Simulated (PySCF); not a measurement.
# RuNH4: doublet, from a square pyramidal (ligand arrangement 1) start

Where does doublet RuNH4 go from a square pyramidal (ligand arrangement 1) start, is the end point a minimum, and what are its modes, charges and moments?

The runs use PySCF 2.14.0; PBE0, basis Ru def2-TZVP with ECP28, N def2-TZVP, H def2-TZVP, scalar-relativistic core potentials, no spin–orbit coupling, density fitting.

**1. The system as given**

6 atoms, charge 0, spin multiplicity 2.

Bond lengths: Ru1–N2 1.740 Å, Ru1–H3 1.570 Å, Ru1–H4 1.570 Å, Ru1–H5 1.570 Å, Ru1–H6 1.570 Å. Angles: N2–Ru1–H3 102.0°, N2–Ru1–H4 87.5°, N2–Ru1–H5 156.0°, N2–Ru1–H6 87.5°, H3–Ru1–H4 102.0°, H3–Ru1–H5 102.0°, H3–Ru1–H6 102.0°, H4–Ru1–H5 87.5°, H4–Ru1–H6 156.0°, H5–Ru1–H6 87.5°.

Z-matrix (Å, degrees; charge 0 multiplicity 2):
```
Ru
N  1 1.7400
H  1 1.5700 2 102.00
H  1 1.5700 2 87.52 3 101.74
H  1 1.5700 2 156.00 3 180.00
H  1 1.5700 2 87.52 3 -101.74
```

**2. First SCF at the start**

One driver script runs all steps and calls PySCF; scf.py shows how it sets up the SCF of each step. The optimiser is the driver's own. After this first run the driver tries any further starts and a stability analysis.

File scf.py:

```python
from pyscf import gto, scf, dft
mol = gto.M(atom='''
Ru     0.000000     0.000000     0.000000
N     -0.000000    -1.702000    -0.361800
H      0.000000     0.000000     1.570000
H      1.535700     0.000000    -0.326400
H      0.000000     1.535700    -0.326400
H     -1.535700     0.000000    -0.326400''',
    basis={'Ru': 'def2-TZVP', 'N': 'def2-TZVP', 'H': 'def2-TZVP'},
    ecp={'Ru': 'def2-TZVP'},
    charge=0, spin=1)
mf = dft.UKS(mol, xc='PBE0')
mf.grids.atom_grid = (50, 194)
aux = {'Ru': 'def2-universal-JKFIT', 'N': 'def2-universal-JKFIT', 'H': 'def2-universal-JKFIT'}
mf = mf.density_fit(auxbasis=aux)
mf.conv_tol = 1e-08
mf.diis_space = 10
mf.max_cycle = 60
mf.init_guess = 'minao'
mf.verbose = 4
mf.kernel()
```

Launch:

```
> OMP_NUM_THREADS=4 python axn.py task.json out
```

Output:

```text
init E= -143.761986073714
[... the frontier-level lines of each cycle are left out ...]
cycle= 1 E= -150.741803759762  delta_E= -6.98  |g|= 1.58  |ddm|= 3.14
cycle= 2 E= -143.274807836492  delta_E= 7.47  |g|= 3.64  |ddm|= 5.06
cycle= 3 E= -151.65519922407  delta_E= -8.38  |g|= 0.453  |ddm|= 4.86
cycle= 4 E= -151.297937719955  delta_E= 0.357  |g|= 0.982  |ddm|= 0.924
cycle= 5 E= -151.749124323733  delta_E= -0.451  |g|= 0.0865  |ddm|= 0.844
cycle= 6 E= -151.754231077094  delta_E= -0.00511  |g|= 0.0312  |ddm|= 0.122
cycle= 7 E= -151.7549594482  delta_E= -0.000728  |g|= 0.0151  |ddm|= 0.0368
cycle= 8 E= -151.755272728978  delta_E= -0.000313  |g|= 0.00784  |ddm|= 0.0208
cycle= 9 E= -151.755542258215  delta_E= -0.00027  |g|= 0.00628  |ddm|= 0.0221
cycle= 10 E= -151.755733557362  delta_E= -0.000191  |g|= 0.00533  |ddm|= 0.018
cycle= 11 E= -151.756111636601  delta_E= -0.000378  |g|= 0.00457  |ddm|= 0.0415
cycle= 12 E= -151.756543166707  delta_E= -0.000432  |g|= 0.0033  |ddm|= 0.0637
cycle= 13 E= -151.756713756322  delta_E= -0.000171  |g|= 0.00284  |ddm|= 0.0393
cycle= 14 E= -151.756791500285  delta_E= -7.77e-05  |g|= 0.00137  |ddm|= 0.0267
cycle= 15 E= -151.756830079135  delta_E= -3.86e-05  |g|= 0.00123  |ddm|= 0.0288
cycle= 16 E= -151.756833678127  delta_E= -3.6e-06  |g|= 0.000469  |ddm|= 0.00508
cycle= 17 E= -151.756835049558  delta_E= -1.37e-06  |g|= 0.000166  |ddm|= 0.00562
cycle= 18 E= -151.756835127736  delta_E= -7.82e-08  |g|= 0.000127  |ddm|= 0.00101
cycle= 19 E= -151.756835156874  delta_E= -2.91e-08  |g|= 5.13e-05  |ddm|= 0.000724
cycle= 20 E= -151.756835168088  delta_E= -1.12e-08  |g|= 1.75e-05  |ddm|= 0.000393
cycle= 21 E= -151.756835169075  delta_E= -9.86e-10  |g|= 1.51e-05  |ddm|= 8.55e-05
Extra cycle  E= -151.756835168179  delta_E= 8.96e-10  |g|= 5.28e-05  |ddm|= 3.5e-05
converged SCF energy = -151.756835168179  <S^2> = 1.1040239  2S+1 = 2.3272507
```

This step, with its further starts and checks, took 18 s on 4 threads of Arm Neoverse N1, shared host.

Energies from each starting density:

```csv
start,energy (Eh)
the minimal-basis guess,-151.756835
a thermally smeared density,-151.791148
a smeared PBE density,-151.791148
```

The first run landed in a state that is too high. Following the other starts and the instabilities gains 90.1 kJ/mol (-151.79115 Eh), and the work goes on from there.

**3. Square pyramidal (ligand arrangement 1) start, doublet: relaxation**

The program finds Cs symmetry in the start, which this walk keeps.

Edit scf.py of step 2 so:

```diff
@@ -3,6 +3,6 @@
-Ru     0.000000     0.000000     0.000000
-N     -0.000000    -1.702000    -0.361800
-H      0.000000     0.000000     1.570000
-H      1.535700     0.000000    -0.326400
-H      0.000000     1.535700    -0.326400
-H     -1.535700     0.000000    -0.326400''',
+Ru     0.000000     0.185808     0.037276
+N      0.000000    -1.516192    -0.324524
+H      0.000000     0.185808     1.607276
+H      1.535700     0.185808    -0.289124
+H      0.000000     1.721508    -0.289124
+H     -1.535700     0.185808    -0.289124''',
@@ -19 +18,0 @@
-mf.init_guess = 'minao'
```

Energy and gradient, step by step:

```csv
step,energy (Eh),change (kJ/mol),largest symmetric gradient (Eh/bohr)
0,-151.791148,0.00,0.14173
1,-151.832936,-109.71,0.04803
2,-151.860012,-180.80,0.05245
3,-151.869709,-206.26,0.03832
4,-151.883279,-241.89,0.02726
5,-151.892450,-265.97,0.00902
6,-151.893886,-269.74,0.00753
7,-151.894291,-270.80,0.00475
8,-151.894535,-271.44,0.00209
9,-151.894599,-271.61,0.00205
10,-151.894639,-271.72,0.00178
11,-151.894649,-271.74,0.00058
12,-151.894650,-271.74,0.00016
```

The walk took 35 s.

Geometry (Å) and forces (eV/Å) at some steps:

```
step 0
Ru   0.000   0.186   0.037   0.000  -7.288   3.806
N    0.000  -1.516  -0.325   0.000   4.586   0.048
H    0.000   0.186   1.607   0.000  -0.427   0.116
H    1.536   0.186  -0.289   1.096   0.768  -0.921
H    0.000   1.722  -0.289   0.000   1.593  -2.128
H   -1.536   0.186  -0.289  -1.096   0.768  -0.921
step 1
Ru   0.000   0.121   0.110   0.000  -2.441   2.470
N    0.000  -1.443  -0.332   0.000   1.282  -0.685
H    0.000   0.126   1.672   0.000  -0.394   0.661
H    1.554   0.229  -0.305   0.186   0.812  -0.324
H    0.000   1.687  -0.388   0.000  -0.072  -1.798
H   -1.554   0.229  -0.305  -0.186   0.812  -0.324
step 6
Ru   0.000  -0.010   0.243   0.000  -0.114   0.387
N    0.000  -1.408  -0.500   0.000  -0.016   0.002
H    0.000  -0.136   1.930   0.000   0.069  -0.362
H    1.400   0.682  -0.175  -0.289  -0.024  -0.005
H    0.000   1.138  -0.871   0.000   0.109  -0.018
H   -1.400   0.682  -0.175   0.289  -0.024  -0.005
step 12
Ru   0.000  -0.031   0.254   0.000  -0.006  -0.008
N    0.000  -1.434  -0.486   0.000   0.003   0.001
H    0.000  -0.137   1.913   0.000   0.008   0.002
H    1.350   0.702  -0.195  -0.002  -0.001   0.003
H    0.000   1.146  -0.838   0.000  -0.003   0.000
H   -1.350   0.702  -0.195   0.002  -0.001   0.003
```

End point (Cs, 12 steps, 271.7 kJ/mol gained): Ru–H 1.600 Å (×2), Ru–H 1.605 Å, Ru–H 1.662 Å, Ru–N 1.586 Å; H–Ru–H 58.2° (×2), H–Ru–H 108.0° (×2), H–Ru–H 115.0°, H–Ru–H 136.6°, H–Ru–N 105.9° (×2), H–Ru–N 109.3°.

**4. Frequencies**

On the finer grid the gradient is checked again; gradients at displacements of ±0.02 bohr then give force constants and infrared intensities.

Edit scf.py of step 3 so:

```diff
@@ -3,6 +3,6 @@
-Ru     0.000000     0.185808     0.037276
-N      0.000000    -1.516192    -0.324524
-H      0.000000     0.185808     1.607276
-H      1.535700     0.185808    -0.289124
-H      0.000000     1.721508    -0.289124
-H     -1.535700     0.185808    -0.289124''',
+Ru     0.000000     0.141591     0.088780
+N      0.000000    -1.260370    -0.653568
+H      0.000000     0.038363     1.747976
+H      1.349923     0.874627    -0.358322
+H      0.000000     1.317922    -1.003285
+H     -1.349923     0.874627    -0.358322''',
@@ -13 +13 @@
-mf.grids.atom_grid = (50, 194)
+mf.grids.atom_grid = (75, 302)
@@ -16 +16 @@
-mf.conv_tol = 1e-08
+mf.conv_tol = 1e-10
```

The driver hands on the density of the step before, so the log starts near convergence.

Log of the central SCF (cycles and frontier levels):

```text
init E= -151.894655007163
[... the frontier-level lines of each cycle are left out ...]
cycle= 1 E= -151.894655006948  delta_E= 2.15e-10  |g|= 2.46e-05  |ddm|= 1.57e-05
cycle= 2 E= -151.894655003309  delta_E= 3.64e-09  |g|= 0.000101  |ddm|= 5.39e-05
cycle= 3 E= -151.894655007167  delta_E= -3.86e-09  |g|= 8.35e-06  |ddm|= 4.28e-05
cycle= 4 E= -151.894655007196  delta_E= -2.88e-11  |g|= 7.81e-07  |ddm|= 5.66e-06
Extra cycle  E= -151.894655007196  delta_E= -2.27e-13  |g|= 9.63e-07  |ddm|= 1.66e-06
converged SCF energy = -151.894655007196  <S^2> = 0.75596832  2S+1 = 2.0059594
```

The whole step took 2 min.

Geometry: Cs; Ru–H 1.600 Å (×2), Ru–H 1.605 Å, Ru–H 1.662 Å, Ru–N 1.586 Å; H–Ru–H 58.3° (×2), H–Ru–H 107.9° (×2), H–Ru–H 115.1°, H–Ru–H 136.4°, H–Ru–N 105.9° (×2), H–Ru–N 109.2°.

Harmonic modes (main isotopes):

```
symmetry  ω (cm⁻¹)  IR (km/mol)
     a''      659i          149
     a''       422         87.1
      a'       589         14.8
     a''       647          4.4
      a'       648         30.6
      a'       711          105
      a'       901         16.2
      a'      1169         65.7
      a'      1924          117
      a'      2056         22.4
     a''      2072         10.8
      a'      2109          1.4
```

1 mode is imaginary, the largest at 659i cm⁻¹: a saddle point, not a minimum.

Constants and moments:

```yaml
Dipole_moment: 1.62 D
Highest_occupied_level: -7.46 eV
Lowest_empty_level: -4.13 eV
Rotational_constants: 1.8, 0.4593, 0.4354 cm⁻¹
Zero-point_energy_real_modes: 79.2 kJ/mol
Principal_polarisabilities: 45.3, 45.4, 51.0 bohr³
Atomisation_energy_without_zero-point_energy: 1450 kJ/mol
Principal_traceless_quadrupole_moments_about_the_centre_of_mass: -2.37, 0.94, 1.42 D Å
Spin_squared_⟨S²⟩: 0.756
```

Charges (e) and bond orders:

| atom | Mulliken | Löwdin | polar tensor | spin (Mulliken) | Mayer order to Ru1 |
| --- | --- | --- | --- | --- | --- |
| Ru1 | 0.23 | -0.04 | 0.50 | 0.69 | – |
| N2 | -0.36 | -0.15 | -0.37 | 0.25 | 2.62 |
| H3 | -0.06 | -0.04 | -0.25 | -0.05 | 0.88 |
| H4,6 | 0.05 | 0.07 | 0.00 | 0.07 | 0.87 |
| H5 | 0.09 | 0.09 | 0.12 | -0.02 | 0.77 |

Mulliken populations on Ru1 (outside its core potential): s 2.65, p 6.74, d 6.36, f 0.02.

**5. Leaving the saddle point**

The start is the last point, displaced along its most imaginary mode.

The program finds C1 symmetry in the start. Threshold on the gradient: 0.0003 Eh/bohr, with a further test on the energy change.

Edit scf.py of step 4 so:

```diff
@@ -3,6 +3,6 @@
-Ru     0.000000     0.141591     0.088780
-N      0.000000    -1.260370    -0.653568
-H      0.000000     0.038363     1.747976
-H      1.349923     0.874627    -0.358322
-H      0.000000     1.317922    -1.003285
-H     -1.349923     0.874627    -0.358322''',
+Ru    -0.002268     0.142345     0.089419
+N      0.004224    -1.259616    -0.652929
+H      0.120000     0.039117     1.748615
+H      1.371913     0.855174    -0.310065
+H      0.006694     1.318676    -1.002646
+H     -1.327933     0.895588    -0.405301''',
@@ -13 +13 @@
-mf.grids.atom_grid = (75, 302)
+mf.grids.atom_grid = (50, 194)
@@ -16 +16 @@
-mf.conv_tol = 1e-10
+mf.conv_tol = 1e-08
```

Steps of the walk:

```csv
step,energy (Eh),change (kJ/mol),largest gradient (Eh/bohr)
0,-151.895252,0.00,0.00642
1,-151.895795,-1.43,0.00637
2,-151.896616,-3.58,0.00666
3,-151.897752,-6.56,0.00633
4,-151.899087,-10.07,0.00570
5,-151.900399,-13.51,0.00696
6,-151.903108,-20.63,0.02071
7,-151.904168,-23.41,0.00544
8,-151.904443,-24.13,0.00162
9,-151.904541,-24.39,0.00141
10,-151.904583,-24.50,0.00221
11,-151.904703,-24.82,0.00311
12,-151.904770,-24.99,0.00230
13,-151.904806,-25.08,0.00069
14,-151.904823,-25.13,0.00074
15,-151.904827,-25.14,0.00068
16,-151.904831,-25.15,0.00015
17,-151.904832,-25.15,0.00009
```

The walk took 47 s.

Positions (Å) and forces (eV/Å) along the way:

```
step 0
Ru  -0.002   0.142   0.089  -0.330   0.001   0.062
N    0.004  -1.260  -0.653   0.088   0.001   0.021
H    0.120   0.039   1.749   0.171  -0.001  -0.103
H    1.372   0.855  -0.310   0.020  -0.026   0.083
H    0.007   1.319  -1.003   0.010  -0.010  -0.005
H   -1.328   0.896  -0.405   0.041   0.035  -0.059
step 1
Ru  -0.019   0.142   0.090  -0.328   0.002   0.034
N    0.010  -1.260  -0.652   0.065  -0.008   0.025
H    0.145   0.038   1.743   0.227   0.003  -0.097
H    1.362   0.851  -0.291   0.016  -0.025   0.135
H    0.010   1.315  -1.005   0.003  -0.009   0.009
H   -1.335   0.905  -0.417   0.018   0.037  -0.105
step 9
Ru  -0.185   0.141   0.082  -0.013   0.025  -0.073
N   -0.042  -1.279  -0.620   0.004   0.000  -0.010
H    0.525   0.064   1.545   0.009   0.022   0.026
H    1.242   0.839   0.080  -0.007  -0.027   0.017
H    0.049   1.275  -1.009   0.040  -0.001   0.001
H   -1.416   0.951  -0.612  -0.034  -0.020   0.039
step 17
Ru  -0.201   0.149   0.061  -0.004   0.000  -0.002
N   -0.051  -1.271  -0.639  -0.001  -0.002  -0.004
H    0.536   0.103   1.512  -0.001   0.001  -0.001
H    1.234   0.828   0.115   0.000   0.000   0.001
H    0.146   1.267  -1.012   0.001  -0.001   0.006
H   -1.492   0.916  -0.569   0.004   0.000   0.001
```

It settles in Cs symmetry, 25.2 kJ/mol below the start, after 17 steps: Ru–H 1.588 Å (×2), Ru–H 1.628 Å (×2), Ru–N 1.590 Å; H–Ru–H 61.6°, H–Ru–H 64.7°, H–Ru–H 65.2°, H–Ru–H 121.6°, H–Ru–H 121.9°, H–Ru–H 135.8°.

**6. Vibrations and properties at this point**

The same treatment as at the point before.

Edit scf.py of step 5 so:

```diff
@@ -3,6 +3,6 @@
-Ru    -0.002268     0.142345     0.089419
-N      0.004224    -1.259616    -0.652929
-H      0.120000     0.039117     1.748615
-H      1.371913     0.855174    -0.310065
-H      0.006694     1.318676    -1.002646
-H     -1.327933     0.895588    -0.405301''',
+Ru    -0.027708     0.144556     0.083465
+N      0.121494    -1.274875    -0.616806
+H      0.706823     0.097109     1.535711
+H      1.407285     0.823782     0.133629
+H      0.316189     1.263522    -0.990183
+H     -1.316698     0.912639    -0.548484''',
@@ -13 +13 @@
-mf.grids.atom_grid = (50, 194)
+mf.grids.atom_grid = (75, 302)
@@ -16 +16 @@
-mf.conv_tol = 1e-08
+mf.conv_tol = 1e-10
```

Log of the central SCF (cycles and frontier levels):

```text
init E= -151.904828630844
[... the frontier-level lines of each cycle are left out ...]
cycle= 1 E= -151.904828630844  delta_E= -1.71e-13  |g|= 1.02e-06  |ddm|= 1.82e-06
Extra cycle  E= -151.904828630841  delta_E= 3.13e-12  |g|= 2.95e-06  |ddm|= 2.16e-06
converged SCF energy = -151.904828630841  <S^2> = 0.75689692  2S+1 = 2.0068851
```

The whole step took 95 s on 4 threads of Arm Neoverse N1, shared host.

Geometry: Cs; Ru–H 1.588 Å (×2), Ru–H 1.628 Å (×2), Ru–N 1.590 Å; H–Ru–H 61.6°, H–Ru–H 65.0° (×2), H–Ru–H 121.7° (×2), H–Ru–H 135.8°, H–Ru–N 108.1° (×2), H–Ru–N 108.9° (×2).

Harmonic modes (main isotopes):

```csv
symmetry,ω (cm⁻¹),IR (km/mol)
a'',411,214
a'',564,0.0
a',572,48.4
a',609,7.1
a',682,35.2
a',768,1.3
a'',846,4.1
a',1155,71.3
a'',1972,72.9
a',2033,27.0
a',2131,4.2
a'',2157,1.5
```

No imaginary mode, so this is a minimum.

Properties at this point:

```
Dipole moment                                                   : 1.55 D
Highest occupied level                                          : -6.97 eV
Lowest empty level                                              : -3.62 eV
Rotational constants                                            : 1.815, 0.4623, 0.432 cm⁻¹
Zero-point energy                                               : 83.1 kJ/mol
Principal polarisabilities                                      : 39.6, 47.5, 50.1 bohr³
Atomisation energy without zero-point energy                    : 1477 kJ/mol
Principal traceless quadrupole moments about the centre of mass : -0.92, -0.73, 1.65 D Å
Entropy at 298.15 K and 1 bar (electronic part: spin only)      : 275.5 J/(mol K)
Heat capacity Cp at 298.15 K                                    : 62.9 J/(mol K)
Enthalpy at 298.15 K above 0 K                                  : 12.82 kJ/mol
Rotational symmetry number                                      : 1
Spin squared ⟨S²⟩                                               : 0.757
```

Charges (e) and bond orders:

```
atom  Mulliken  Löwdin  polar tensor  spin (Mulliken)  Mayer order to Ru1
 Ru1      0.14   -0.09          0.19             0.64                   –
  N2     -0.39   -0.15         -0.33             0.31                2.64
H3,6      0.02    0.03         -0.04             0.02                0.86
H4,5      0.10    0.09          0.11             0.00                0.82
```

Mulliken populations on Ru1 (outside its core potential): s 2.57, p 6.80, d 6.46, f 0.02.

**7. All stationary points**

| spin | group | bonds | imaginary modes (cm⁻¹) | ΔE (kJ/mol) | with zero-point energy |
| --- | --- | --- | --- | --- | --- |
| doublet | Cs | Ru–H 1.588 Å (×2), Ru–H 1.628 Å (×2), Ru–N 1.590 Å | none | 0.0 | 0.0 |
| doublet | Cs | Ru–H 1.600 Å (×2), Ru–H 1.605 Å, Ru–H 1.662 Å, Ru–N 1.586 Å | 659i | 26.7 | – |

**8. Summary of results**

| quantity | value |
| --- | --- |
| minimum | doublet, Cs |
| geometry | Ru–H 1.588 Å (×2), Ru–H 1.628 Å (×2), Ru–N 1.590 Å; H–Ru–H 61.6°, H–Ru–H 65.0° (×2), H–Ru–H 121.7° (×2), H–Ru–H 135.8°, H–Ru–N 108.1° (×2), H–Ru–N 108.9° (×2) |
| wavenumbers (cm⁻¹) | 411 (a''), 564 (a''), 572 (a'), 609 (a'), 682 (a'), 768 (a'), 846 (a''), 1155 (a'), 1972 (a''), 2033 (a'), 2131 (a'), 2157 (a'') |
| dipole moment | 1.55 D |
| highest occupied, lowest empty level (either spin) | -6.97, -3.62 eV |
| polar-tensor charge of Ru1 | +0.19 e |
| zero-point energy | 83.1 kJ/mol |
| entropy at 298.15 K | 275.5 J/(mol K) |
| atomisation energy (no zero-point energy) | 1477 kJ/mol |
| ⟨S²⟩ | 0.757 |

**Reading.** The square pyramidal (ligand arrangement 1) start (Cs) ends in a minimum of Cs symmetry, after a stop at a saddle point 26.7 kJ/mol higher, from which it was pushed off along an imaginary mode. In the infrared the band at 411 cm⁻¹ (a'', bend) leads. Most of the spin sits on Ru1 (Mulliken spin 0.64, against 1 for the whole molecule). The first SCF alone would have been 90 kJ/mol too high. Other starts or spin states, not run here, may lie lower. Open d and f shells are described by one determinant, and the ground state may have another occupation or spin.

The search up to here took 5.3 min.
